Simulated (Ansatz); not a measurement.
**SiF3 (trifluorosilyl): U-r2SCAN0/aug-cc-pVDZ**

Aim: the energy change on altering one bond length of SiF3 (trifluorosilyl) at U-r2SCAN0/aug-cc-pVDZ, from 2 runs. 

Program for the calculation: Ansatz 0.2.0.

20 further runs of the same task are left out: 20 set aside as unsound or not needed.

**1. The molecule**

SiF3: 4 atoms, total charge 0, spin state doublet. As SMILES, `F[Si](F)F`. Geometry: relaxed at PBE0-D4/def2-TZVP.

Bond lengths: F1–Si2 1.581 Å, Si2–F3 1.581 Å, Si2–F4 1.581 Å. Angles: F1–Si2–F3 107.9°, F1–Si2–F4 107.9°, F3–Si2–F4 107.9°.

**2. The energy at U-r2SCAN0/aug-cc-pVDZ**

The input, run.yaml:

```yaml
crystal:
  periodic: [false, false, false]
  atoms:
    - {symbol: F, position_ang: [0.784850, -0.507040, 1.151700]}
    - {symbol: Si, position_ang: [-0.282750, 0.213060, 0.234280]}
    - {symbol: F, position_ang: [-0.994260, -0.892250, -0.644340]}
    - {symbol: F, position_ang: [0.492160, 1.186230, -0.741640]}
basis:
  gaussian:
    orbitals: aug-cc-pVDZ
magnetization:
  spin_polarized: true
  initial_magnetization: 1
hamiltonian:
  xc: {name: r2SCAN0}
accuracy: high
output: {orbitals: {seedname: orbitals}}
```

On the command line:

```bash
$ ansatz run run.yaml --threads 1 --pin off --max-ram 3480MiB --events-out events.jsonl --progress --plain --runs-dir runs
```

Log:

```text
Warning: RAYON_NUM_THREADS=1 ignored (pool sized by the plan → 1); use --threads N
Functional definition: r2SCAN0
  name "r2SCAN0"
  parameter a = 0.25
  parameter k0 = 0.174
  parameter k1 = 0.065
  parameter a1 = 4.9479
  exchange = (1 - a)*r2scan_x(k0 = k0, k1 = k1, a1 = a1) + a*exact_x
  correlation = r2scan_c
1923 factors; integrals over basis functions are off by at most 3.1e-9 eV
mean field evaluation 1: about -16023.3625 eV, gradient 3.5e1 eV
mean field evaluation 2: about -16019.9971 eV, gradient 4.9e1 eV
mean field evaluation 4: about -16027.1514 eV, gradient 2.8e-1 eV
mean field evaluation 8: about -16027.2712 eV, gradient 2.1e-2 eV
mean field evaluation 16: about -16027.2712 eV, gradient 5.8e-6 eV
mean field -16027.27120561 eV, -588.9913531315 hartree, gradient 3.7e-8 eV, S^2 0.751587; 0 other end points of the search recorded, 0 dependent functions left out
reference -16027.27121026 eV, -588.9913533024 hartree; 21, 20 occupied and 75, 76 virtual orbitals, 1923 factors
Total energy: -16027.27121026 eV, -588.9913533024 hartree
```

It took 23 s on 1 thread of Arm Neoverse V1, shared host; peak memory 0.54 GiB.

**3. The distorted shape, same level**

The input, in.yaml:

```yaml
crystal:
  periodic: [false, false, false]
  atoms:
    - {symbol: F, position_ang: [0.944990, -0.615055, 1.289313]}
    - {symbol: Si, position_ang: [-0.282750, 0.213060, 0.234280]}
    - {symbol: F, position_ang: [-0.994260, -0.892250, -0.644340]}
    - {symbol: F, position_ang: [0.492160, 1.186230, -0.741640]}
basis:
  gaussian: {orbitals: aug-cc-pVDZ}
magnetization: {spin_polarized: true, initial_magnetization: 1}
hamiltonian: {xc: {name: r2SCAN0}}
accuracy: high
output: {orbitals: {seedname: orbitals}}
```

On the command line:

```bash
$ ansatz run in.yaml --threads 1 --pin off --max-ram 3480MiB --events-out events.jsonl --progress --plain --runs-dir runs
```

Log:

```text
Warning: RAYON_NUM_THREADS=1 ignored (pool sized by the plan → 1); use --threads N
Functional definition: r2SCAN0
  name "r2SCAN0"
  parameter a = 0.25
  parameter k0 = 0.174
  parameter k1 = 0.065
  parameter a1 = 4.9479
  exchange = (1 - a)*r2scan_x(k0 = k0, k1 = k1, a1 = a1) + a*exact_x
  correlation = r2scan_c
1928 factors; integrals over basis functions are off by at most 3.1e-9 eV
mean field evaluation 1: about -16022.4683 eV, gradient 3.6e1 eV
mean field evaluation 2: about -16016.5097 eV, gradient 5.7e1 eV
mean field evaluation 4: about -16026.6891 eV, gradient 2.4e0 eV
mean field evaluation 8: about -16026.8183 eV, gradient 1.0e-1 eV
mean field evaluation 16: about -16026.8184 eV, gradient 8.8e-5 eV
mean field -16026.81839534 eV, -588.9747126612 hartree, gradient 3.7e-8 eV, S^2 0.752488; 0 other end points of the search recorded, 0 dependent functions left out
reference -16026.81839969 eV, -588.9747128211 hartree; 21, 20 occupied and 75, 76 virtual orbitals, 1928 factors
Total energy: -16026.81839969 eV, -588.9747128211 hartree
```

Wall time 23 s (1 thread of Arm Neoverse V1, shared host); peak memory 0.55 GiB.

**4. Outcome**

At U-r2SCAN0/aug-cc-pVDZ:

| quantity | value |
| --- | --- |
| first shape: total energy | -588.99135 Eh |
| first shape: HOMO energy (highest over α and β) | -8.28 eV |
| first shape: LUMO energy (lowest over α and β) | -3.28 eV |
| first shape: ⟨S²⟩ | 0.752 |
| distorted shape: total energy | -588.97471 Eh |
| distorted shape: HOMO energy (highest over α and β) | -8.81 eV |
| distorted shape: LUMO energy (lowest over α and β) | -3.88 eV |
| distorted shape: ⟨S²⟩ | 0.752 |
| energy change with the F1–Si2 bond stretched from 1.581 to 1.818 Å | 0.453 eV |

**Reading.** With the F1–Si2 bond stretched from 1.581 to 1.818 Å the energy rises by 0.45 eV (43.7 kJ/mol). The first shape isn't relaxed at this level, so the change isn't measured from a minimum.
